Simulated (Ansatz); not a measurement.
# FePdC4N4: the cost of one run

Method: DFT PBE, scalar-relativistic, plane waves, PAW, in Ansatz 0.2.0.

## 1. The starting structure

It takes space group P-43m (No. 215, cubic). Conventional cell: a = 5.933 Å, b = 5.933 Å, c = 5.933 Å, α = 90.00°, β = 90.00°, γ = 90.00°. Around Fe (site symmetry -43m) lie 4 C at 1.94 Å. Pd (site symmetry -43m) has 4 N at 2.03 Å as nearest neighbours. C (site symmetry 3m) is surrounded by 1 N at 1.17 Å. N (site symmetry 3m) is surrounded by 1 C at 1.17 Å.

Structure file:

```cif
data_structure
_symmetry_space_group_name_H-M 'P 1'
_symmetry_Int_Tables_number 1
_cell_length_a 5.9329
_cell_length_b 5.9329
_cell_length_c 5.9329
_cell_angle_alpha 90.000
_cell_angle_beta 90.000
_cell_angle_gamma 90.000
_cell_volume 208.83
loop_
_atom_site_label
_atom_site_type_symbol
_atom_site_fract_x
_atom_site_fract_y
_atom_site_fract_z
_atom_site_occupancy
Fe1 Fe 0.00000 0.00000 0.00000 1
Pd1 Pd 0.50000 0.50000 0.50000 1
C1 C 0.18859 0.18859 0.18859 1
C2 C 0.18859 0.81141 0.81141 1
C3 C 0.81141 0.18859 0.81141 1
C4 C 0.81141 0.81141 0.18859 1
N1 N 0.30245 0.30245 0.30245 1
N2 N 0.30245 0.69755 0.69755 1
N3 N 0.69755 0.30245 0.69755 1
N4 N 0.69755 0.69755 0.30245 1
```

Recipe of the guess: two interpenetrating cyanide-bridged diamond nets (P-43m, No. 215). Its size is a rough estimate.

## 2. A first look at the guess

The input, input.yaml:

```yaml
crystal:
  lattice:
    - [5.93285137, 0.0, 0.0]
    - [0.0, 5.93285137, 0.0]
    - [0.0, 0.0, 5.93285137]
  atoms:
    - { symbol: Fe, position: [0.0, 0.0, 0.0], spin: 4.0 }
    - { symbol: Pd, position: [0.5, 0.5, 0.5] }
    - { symbol: C, position: [0.18859478, 0.18859478, 0.18859478] }
    - { symbol: C, position: [0.18859478, 0.81140522, 0.81140522] }
    - { symbol: C, position: [0.81140522, 0.18859478, 0.81140522] }
    - { symbol: C, position: [0.81140522, 0.81140522, 0.18859478] }
    - { symbol: "N", position: [0.30245232, 0.30245232, 0.30245232] }
    - { symbol: "N", position: [0.30245232, 0.69754768, 0.69754768] }
    - { symbol: "N", position: [0.69754768, 0.30245232, 0.69754768] }
    - { symbol: "N", position: [0.69754768, 0.69754768, 0.30245232] }
basis:
  ecutwfc: 420
kpoints:
  mp_grid: { grid: [4, 4, 4] }
hamiltonian:
  xc: pbe
scf:
  occupations: { method: gaussian, width: 0.1 }
  lower_state_search: "off"
output:
  forces: true
  stress: true
  eigenvalues: true
  populations: true
magnetization:
  spin_polarized: true
```

Started as:

```bash
ansatz run input.yaml --threads 1 --pin off --max-ram 2560MiB --backend cpu --events-out ev --progress --plain --runs-dir out
```

**Question.** How long does this run take on 1 thread of Arm Neoverse N1, shared host, and how much memory does it need?

About 1.8 min, with a peak of 0.47 GiB.
